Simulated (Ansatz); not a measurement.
**GeH6SSn: rigid scan of one bond length**

How does the energy of GeH6SSn change as one bond is stretched? Wanted for GeH6SSn: a rigid scan of one bond length. SMILES: [GeH3][S][SnH3].

Program: Ansatz 0.2.0 through its Python package. Level of theory: MP2/def2-SVP. These are calculated values, not measurements.

## 1. Starting point

Bond lengths: Ge1–S2 2.158 Å, S2–Sn3 2.409 Å, Ge1–H4 1.495 Å, Ge1–H5 1.602 Å, Ge1–H6 1.577 Å, Sn3–H7 1.806 Å, Sn3–H8 1.691 Å, Sn3–H9 1.789 Å. Angles: Ge1–S2–Sn3 90.6°, S2–Ge1–H4 110.5°, S2–Ge1–H5 110.3°, S2–Ge1–H6 111.6°, H4–Ge1–H5 107.5°, H4–Ge1–H6 110.5°, H5–Ge1–H6 106.2°, S2–Sn3–H7 108.3°, S2–Sn3–H8 109.9°, S2–Sn3–H9 109.8°, H7–Sn3–H8 109.4°, H7–Sn3–H9 107.6°, H8–Sn3–H9 111.9°.

geh6ssn.xyz, read by the script:

```xyz
9

Ge   -0.72200    1.07190   -0.98060
S     1.35210    0.48550   -0.86890
Sn    0.84250   -1.07890    0.89010
H    -1.57750   -0.09810   -1.34860
H    -0.92360    2.19150   -2.10920
H    -1.21810    1.71450    0.37160
H     2.37730   -1.88920    1.38850
H    -0.24860   -2.24140    0.32640
H     0.20630   -0.20210    2.31360
```

## 2. The code

Input file scan_geh6ssn.py:

```python
# -*- coding: utf-8 -*-
"""Stretching a bond of GeH6SSn, the rest held rigid."""

import ansatz as az
import numpy as np


def main():
    mol = az.Crystal.molecule_from_extxyz("geh6ssn.xyz")

    symbols = [site.symbol for site in mol.cartesian_sites]
    start = np.array([site.position_ang for site in mol.cartesian_sites])
    axis = (start[5] - start[0]) / np.linalg.norm(start[5] - start[0])
    moving = [5]
    lengths, energies = [1.388, 1.451, 1.514, 1.577, 1.64, 1.703, 1.766, 1.861], []
    for length in lengths:
        xyz = start.copy()
        xyz[moving] += (length - np.linalg.norm(start[5] - start[0])) * axis
        point = az.Crystal.molecule()
        for symbol, place in zip(symbols, xyz):
            point = point.atom(symbol, place.tolist())
        base = (
            point.calculation()
            .basis(gaussian="def2-SVP")
            .correlation("MP2")
        )
        report = base.run().report
        energies.append(report["free_energy_ev"])
        print(f"r = {length:6.3f} A  E = {energies[-1]:.5f} eV  <S^2> = {abs(report['mean_field']['state']['spin_squared']):.3f}")

    # quartic fit about the minimum
    fit = np.polynomial.Polynomial.fit(lengths, np.array(energies) - min(energies), 4).convert()
    roots = [r.real for r in fit.deriv().roots() if abs(r.imag) < 1e-9 and fit.deriv(2)(r.real) > 0]
    r_e = min(roots, key=lambda r: abs(r - lengths[int(np.argmin(energies))]))
    print(f"minimum of the fit at {r_e:.4f} A, force constant {fit.deriv(2)(r_e):.2f} eV/A^2")


if __name__ == "__main__":
    main()
```

## 3. The calls as engine input

The engine receives this input (first run):

```yaml
crystal:
  periodic: [false, false, false]
  atoms:
    - { symbol: Ge, position_ang: [-0.722, 1.0719, -0.9806] }
    - { symbol: S, position_ang: [1.3521, 0.4855, -0.8689] }
    - { symbol: Sn, position_ang: [0.8425, -1.0789, 0.8901] }
    - { symbol: H, position_ang: [-1.5775, -0.0981, -1.3486] }
    - { symbol: H, position_ang: [-0.9236, 2.1915, -2.1092] }
    - { symbol: H, position_ang: [-1.1585938376386593, 1.6374214675803314, 0.20940642462204212] }
    - { symbol: H, position_ang: [2.3773, -1.8892, 1.3885] }
    - { symbol: H, position_ang: [-0.2486, -2.2414, 0.3264] }
    - { symbol: H, position_ang: [0.2063, -0.2021, 2.3136] }
basis:
  gaussian:
    orbitals: def2-SVP
correlation:
  method: mp2
```

## 4. Launch

The run is started by

```console
python scan_geh6ssn.py
```

**Question.** What results will this script give? Wanted: range of energy; lowest point, distance.

**Answer**, as computed:

| quantity | value |
| --- | --- |
| bond length at the fit's minimum | 1.5295 Å |
| runs compared | 8 |
| range of energy | 0.631 eV |
| lowest point, distance (Å) | 1.51 |

The curve has its lowest point inside the range, at 1.51. The ends stand 0.221 and 0.631 eV above it. The distance scanned is the script's pair 0, 5. The rest of the molecule is held rigid at a force-field or estimated start geometry, and the basis set is modest; single-reference methods fail as a bond breaks. def2 sets replace the cores of elements past krypton by effective core potentials. The orbitals are restricted, so S² is zero by construction.
